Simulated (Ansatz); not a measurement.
# Sn(NMe2)Me3 (C5H15NSn): inputs that go wrong

1 input was typed for Sn(NMe2)Me3 (C5H15NSn). Each is run as it stands; the log then has to tell whether the result can be used.

Program: Ansatz 0.2.0, Gaussian basis. Level of theory: the settings change from run to run. These are calculated values, not measurements.

3 further runs of the same task are left out: 3 set aside as unsound or not needed.

### 1 The relaxed structure

An earlier PBE0-D4/def2-SVP relaxation fixed the geometry. Sn takes a core potential in def2 sets; no spin-orbit term is included.

22 atoms, charge 0, spin multiplicity 1.

Atoms are counted from 1 here; the program's logs count them from 0.

Bond lengths: Sn1–N2 2.057 Å, Sn1–C11 2.160 Å, Sn1–C15 2.149 Å, Sn1–C19 2.149 Å, N2–C3 1.436 Å, N2–C4 1.437 Å, C3–H5 1.109 Å, C3–H6 1.103 Å, C3–H7 1.115 Å, C4–H8 1.103 Å, C4–H9 1.115 Å, C4–H10 1.109 Å, C11–H12 1.100 Å, C11–H13 1.100 Å, C11–H14 1.100 Å, C15–H16 1.100 Å, C15–H17 1.100 Å, C15–H18 1.100 Å and more. Angles: N2–Sn1–C11 111.5°, N2–Sn1–C15 105.3°, N2–Sn1–C19 105.4°, C11–Sn1–C15 110.8°, C11–Sn1–C19 111.0°, C15–Sn1–C19 112.6°, Sn1–N2–C3 118.8°, Sn1–N2–C4 119.1°, C3–N2–C4 113.1°, N2–C3–H5 110.9°, N2–C3–H6 111.0°, N2–C3–H7 114.3°, H5–C3–H6 106.7°, H5–C3–H7 106.4°, H6–C3–H7 107.3°, N2–C4–H8 111.0°, N2–C4–H9 114.3°, N2–C4–H10 110.8° and more.

### 2 Try 1

File in.yaml:

```yaml
crystal:
  periodic: [false, false, false]
  atoms:
    - {symbol: Sn, position_ang: [-0.109304, 0.006554, -1.445744]}
    - {symbol: N, position_ang: [-0.549963, 0.027733, 2.415718]}
    - {symbol: C, position_ang: [0.151654, 2.254017, 3.800977]}
    - {symbol: C, position_ang: [-0.135830, -2.268097, 3.804864]}
    - {symbol: H, position_ang: [-0.921535, 2.384615, 5.596123]}
    - {symbol: H, position_ang: [-0.286763, 3.978496, 2.715929]}
    - {symbol: H, position_ang: [2.191150, 2.342659, 4.321097]}
    - {symbol: H, position_ang: [-0.782847, -3.925414, 2.720379]}
    - {symbol: H, position_ang: [1.875350, -2.610428, 4.332218]}
    - {symbol: H, position_ang: [-1.222838, -2.260784, 5.596818]}
    - {symbol: C, position_ang: [3.831400, -0.129805, -2.499694]}
    - {symbol: H, position_ang: [4.710837, -1.868937, -1.778909]}
    - {symbol: H, position_ang: [4.843455, 1.505804, -1.713201]}
    - {symbol: H, position_ang: [4.024803, -0.096261, -4.569688]}
    - {symbol: C, position_ang: [-1.830565, 3.450094, -2.740361]}
    - {symbol: H, position_ang: [-2.064942, 3.401391, -4.805652]}
    - {symbol: H, position_ang: [-0.658433, 5.095417, -2.251969]}
    - {symbol: H, position_ang: [-3.699623, 3.671270, -1.858301]}
    - {symbol: C, position_ang: [-2.076430, -3.303652, -2.736484]}
    - {symbol: H, position_ang: [-2.331065, -3.224531, -4.797632]}
    - {symbol: H, position_ang: [-3.946007, -3.403528, -1.835382]}
    - {symbol: H, position_ang: [-1.012485, -5.026650, -2.271049]}
basis:
  gaussian: {orbitals: def2-TZVP}
total_charge: 1
magnetization: {spin_polarized: true, initial_magnetization: 1}
hamiltonian: {xc: {name: B97}}
scf: {omitted_lower_state_checks: [starts]}
output: {forces: true}
```

Started as:

```sh
$ ansatz run in.yaml --threads 2 --pin off --events-out ev --progress --plain --max-ram 22528MiB --backend cuda --devices 0, --max-vram 18GiB
```

Before running them: what should the planned runs give, taken together?

**Answer**, as computed:

| try | level | ended | cause | time |
| --- | --- | --- | --- | --- |
| 1 | B97/def2-TZVP | converged | the coordinates are in bohr but typed as ångström | 26 s |

1 converged. The dangerous case is the input that converges on a wrong geometry, charge, spin, basis or grid: often only a look at the input shows it.
